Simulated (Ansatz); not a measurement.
# CH7BFNOSi: the cost of one run

All numbers below are computed with Ansatz 0.2.0 (RKS CAM-B3LYP-D4/STO-3G).

## Step 1: Starting point

Bond lengths: B1–C2 1.622 Å, C2–F3 1.381 Å, C2–Si4 1.928 Å, Si4–N5 1.733 Å, Si4–O6 1.713 Å, B1–H7 1.189 Å, B1–H8 1.130 Å, C2–H9 1.106 Å, Si4–H10 1.521 Å, N5–H11 1.003 Å, N5–H12 1.050 Å, O6–H13 1.039 Å. Angles (14 of 19 angles, heavy atoms first): B1–C2–F3 108.8°, B1–C2–Si4 109.3°, F3–C2–Si4 108.9°, C2–Si4–N5 110.0°, C2–Si4–O6 107.9°, N5–Si4–O6 112.9°, B1–C2–H9 110.9°, F3–C2–H9 110.3°, Si4–C2–H9 108.6°, C2–B1–H7 116.5°, C2–B1–H8 119.6°, C2–Si4–H10 105.8°, N5–Si4–H10 111.2°, O6–Si4–H10 108.6°.

As a file:

```xyz
13

B    -1.0334   -1.6166    0.3108
C    -0.8341   -0.2919   -0.6032
F    -0.3182   -0.6687   -1.8276
Si    0.4141    0.8967    0.2611
N     1.9436    0.1078    0.4613
O     0.5178    2.3258   -0.6780
H    -1.5417   -1.4556    1.3736
H    -0.7521   -2.6287   -0.1046
H    -1.7929    0.2421   -0.7394
H    -0.2074    1.2426    1.6054
H     2.2385   -0.2150   -0.4419
H     1.8146   -0.7283    1.0828
H    -0.4285    2.7548   -0.6857
```

## Step 2: Relaxing end A

Input file input.yaml:

```yaml
crystal:
  periodic: [false, false, false]
  atoms:
    - { symbol: B, position_ang: [-1.0334, -1.6166, 0.3108] }
    - { symbol: C, position_ang: [-0.8341, -0.2919, -0.6032] }
    - { symbol: F, position_ang: [-0.3182, -0.6687, -1.8276] }
    - { symbol: Si, position_ang: [0.4141, 0.8967, 0.2611] }
    - { symbol: "N", position_ang: [1.9436, 0.1078, 0.4613] }
    - { symbol: O, position_ang: [0.5178, 2.3258, -0.678] }
    - { symbol: H, position_ang: [-1.5417, -1.4556, 1.3736] }
    - { symbol: H, position_ang: [-0.7521, -2.6287, -0.1046] }
    - { symbol: H, position_ang: [-1.7929, 0.2421, -0.7394] }
    - { symbol: H, position_ang: [-0.2074, 1.2426, 1.6054] }
    - { symbol: H, position_ang: [2.2385, -0.215, -0.4419] }
    - { symbol: H, position_ang: [1.8146, -0.7283, 1.0828] }
    - { symbol: H, position_ang: [-0.4285, 2.7548, -0.6857] }
basis:
  gaussian: { orbitals: STO-3G }
hamiltonian:
  xc: cam_b3lyp
  dispersion: d4
relax:
  f_tol: 0.015
  max_steps: 40
```

Run with:

```console
$ ansatz run input.yaml --threads 1 --pin off --max-ram 2048MiB --backend cpu --events-out ev --progress --plain --runs-dir out
```

What time and memory should one allow on 1 thread of Arm Neoverse V1, shared host?

About 2.9 min, with a peak of 0.21 GiB.
